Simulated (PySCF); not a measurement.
# ClGa (Gallium Monochloride): the cost of one run

Programs: PySCF 2.14.0, with routines of our own; each step states its level. All values are computed. Atoms count from 0.

### 1 The starting structure

2 atoms, charge 0, multiplicity 1; geometry from: GFN2-xTB.

### 2 Geometry optimisation at PBE0-D3(BJ)/def2-SVP

What the job is given:

```
{"job": {"xc": "PBE0", "basis": "def2-SVP", "d3": "d3bj", "grid": 1, "maxiter": 30, "shake": 0.01, "kind": "geom"}, "charge": 0, "multiplicity": 1}
Cl     1.106270    -0.028870     0.001840
Ga    -1.088780     0.000050    -0.013970
```

The run is started by

```
> OMP_NUM_THREADS=1 python heavy_run.py task.json out
```

One launch serves the whole session: the jobs run in the order shown.

**Question.** How long does this first job take on 1 thread of Arm Neoverse N1, shared host, and how much memory does it need?

About 4.8 s, with a peak of 0.26 GiB.
